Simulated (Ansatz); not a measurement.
# BH7SiSn: up Jacob's ladder to CCSD(T)

One table from this session's results is given with a row withheld; the runs are named, their logs left out.

Method: functionals in def2-TZVPP, the program's frozen cores in correlated methods; program: Ansatz 0.2.0, Gaussian basis.

Plan: LDA (SPW92), PBE-D4, revPBE-D4, BLYP-D4, r2SCAN-D4, B97M-V, PBE0-D4, B3LYP-D4, r2SCANh-D4, r2SCAN0-D4, HSE06-D4, BHLYP-D4, CAM-B3LYP-D4, LC-ωPBE, ωB97X-V, ωB97M-V, B2PLYP, PBE-QIDH; CCSD(T)/def2-SVP; CCSD(T)/def2-TZVPP; MP2/def2-QZVPP; extrapolation to the limit; RPA on PBE.

1 further run of the same task is left out (for a known fault of the program).

## The relaxed structure

All runs share one geometry, relaxed beforehand with PBE0-D4 in a triple-zeta def2 set. Sn takes the def2 core potential; no spin-orbit term is included.

SMILES `[BH2][SnH2][SiH3]`, 10 atoms, charge 0, spin multiplicity 1.

Atoms are counted from 1 here; the program's logs count them from 0.

Bond lengths: B1–Sn2 2.234 Å, B1–H4 1.194 Å, B1–H5 1.194 Å, Sn2–Si3 2.574 Å, Sn2–H6 1.711 Å, Sn2–H7 1.711 Å, Si3–H8 1.487 Å, Si3–H9 1.487 Å, Si3–H10 1.487 Å. Angles: Sn2–B1–H4 120.6°, Sn2–B1–H5 120.7°, H4–B1–H5 118.6°, B1–Sn2–Si3 108.3°, B1–Sn2–H6 113.0°, B1–Sn2–H7 113.0°, Si3–Sn2–H6 107.4°, Si3–Sn2–H7 107.5°, H6–Sn2–H7 107.3°, Sn2–Si3–H8 110.2°, Sn2–Si3–H9 110.4°, Sn2–Si3–H10 110.2°, H8–Si3–H9 108.7°, H8–Si3–H10 108.5°, H9–Si3–H10 108.7°.

The first run:

Input file in.yaml:

```yaml
crystal:
  periodic: [false, false, false]
  atoms:
    - {symbol: B, position_ang: [-1.717096, 0.656977, -1.153745]}
    - {symbol: Sn, position_ang: [0.300545, 0.942321, -0.237474]}
    - {symbol: Si, position_ang: [0.948650, -1.229684, 0.981652]}
    - {symbol: H, position_ang: [-2.707462, 0.895202, -0.530724]}
    - {symbol: H, position_ang: [-1.828290, 0.206660, -2.253998]}
    - {symbol: H, position_ang: [0.339022, 2.207710, 0.913612]}
    - {symbol: H, position_ang: [1.520333, 1.268073, -1.392271]}
    - {symbol: H, position_ang: [0.976872, -2.368106, 0.024829]}
    - {symbol: H, position_ang: [2.292711, -1.095091, 1.603087]}
    - {symbol: H, position_ang: [-0.042184, -1.535262, 2.048033]}
basis:
  gaussian: {orbitals: def2-TZVPP}
hamiltonian: {xc: lda}
output: {orbitals: {seedname: orbitals}}
```

On the command line:

```console
$ ansatz run in.yaml --threads 2 --pin off --events-out ev --progress --plain --max-ram 4352MiB
```

Among the steps run: LDA; PBE-D4 (GGA); revPBE-D4 (GGA); BLYP-D4 (GGA); r2SCAN-D4 (meta-GGA); B97M-V (meta-GGA); PBE0-D4 (hybrid); B3LYP-D4 (hybrid); r2SCANh-D4 (hybrid); r2SCAN0-D4 (hybrid); HSE06-D4 (hybrid); BHLYP-D4 (hybrid); CAM-B3LYP-D4 (range-separated); LC-ωPBE (range-separated); ωB97X-V (range-separated); ωB97M-V (range-separated); B2PLYP (double hybrid); PBE-QIDH (double hybrid).

One of the session's tables, all rows but one given; the rest of the session is left out.

It belongs to the step «Orbital energies across the functionals». 

```
  functional  HOMO (eV)  LUMO (eV)  gap (eV)
 LDA (SPW92)      -6.71      -3.76      2.95
      PBE-D4      -6.59      -3.51      3.08
   revPBE-D4      -6.54      -3.41      3.14
     BLYP-D4          ?          ?         ?
   r2SCAN-D4      -6.81      -3.18      3.63
      B97M-V      -6.91      -3.33      3.57
     PBE0-D4      -7.59      -2.56      5.03
    B3LYP-D4      -7.39      -2.75      4.64
  r2SCANh-D4      -7.18      -2.86      4.32
  r2SCAN0-D4      -7.73      -2.38      5.36
    HSE06-D4      -7.21      -2.94      4.27
    BHLYP-D4      -8.47      -1.53      6.93
CAM-B3LYP-D4      -8.79      -1.47      7.32
     LC-ωPBE     -10.06      -0.31      9.75
     ωB97X-V      -9.74      -0.42      9.32
     ωB97M-V      -9.56      -0.68      8.88
```

Estimate the missing values for BLYP-D4.

Worked estimate for «HOMO (eV)». Against the share of exact exchange, B3LYP-D4 (0.2, -7.39), BHLYP-D4 (0.5, -8.47) give a slope of -3.60 per unit share; at 0 the line stands at -6.67.

**Answer.** HOMO (eV): -6.43; LUMO (eV): -3.34; gap (eV): 3.09. In «HOMO (eV)» the line misses by -0.24.
